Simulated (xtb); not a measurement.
# CuPClF3 (SMILES F[P+](F)(F)[Cu-][Cl]): GFN2-xTB

Aim: a geometry optimisation of CuPClF3. 

The results are computed with xtb 6.7.1.

1 further run of the same task is left out (set aside as unsound or not needed).

**1. The system as given**

The species is CuPClF3 (6 atoms), meant as a singlet with charge 0. As SMILES, `F[P+](F)(F)[Cu-][Cl]`. All atoms were displaced at random from a relaxed shape. The run starts from this shape.

Bond lengths: F1–P2 1.492 Å, P2–F3 1.657 Å, P2–F4 1.653 Å, P2–Cu5 2.171 Å, Cu5–Cl6 2.051 Å. Angles: F1–P2–F3 97.7°, F1–P2–F4 93.7°, F1–P2–Cu5 129.8°, F3–P2–F4 87.8°, F3–P2–Cu5 121.9°, F4–P2–Cu5 115.5°, P2–Cu5–Cl6 169.6°.

**2. A geometry optimisation at GFN2-xTB**

File xcontrol:

```
$chrg 0
$spin 0
$opt
   engine=rf
$end
```

File struc.tmol:

```
$coord
      1.529506530750     -1.613315884377      3.032651382061  f
      0.671211822206     -0.948245672076      0.430668583802  p
      0.141483794951     -3.857951472468     -0.595074756645  f
      3.538909010848     -1.170742025989     -0.788072485753  f
     -1.554961141648      2.243426163372     -0.867157524068  cu
     -4.056504996383      5.130700914665     -1.526690838824  cl
$end
```

Launch:

```
$ xtb --input xcontrol -o tight -P 1 -- struc.tmol | tee out.txt
```

**Question.** What will come out? Wanted: total energy at the end; dipole moment; HOMO energy; LUMO energy; HOMO–LUMO gap; dispersion energy; mean polarisability.

**Answer.** As computed:

At GFN2-xTB:

| quantity | value |
| --- | --- |
| total energy at the end | -25.32688 Eh |
| dipole moment | 5.83 D |
| HOMO energy | -10.40 eV |
| LUMO energy | -7.30 eV |
| HOMO–LUMO gap | 3.10 eV |
| dispersion energy | -11.13 kJ/mol |
| mean polarisability (D4 model) | 76.2 bohr³ |

In words: At the final geometry: Bond lengths: F1–P2 1.580 Å, P2–F3 1.580 Å, P2–F4 1.580 Å, P2–Cu5 2.180 Å, Cu5–Cl6 2.081 Å. Angles: F1–P2–F3 95.1°, F1–P2–F4 95.0°, F1–P2–Cu5 121.5°, F3–P2–F4 95.0°, F3–P2–Cu5 121.3°, F4–P2–Cu5 121.9°, P2–Cu5–Cl6 179.6°. The optimisation took 8 steps and changed the energy by -0.322 eV.
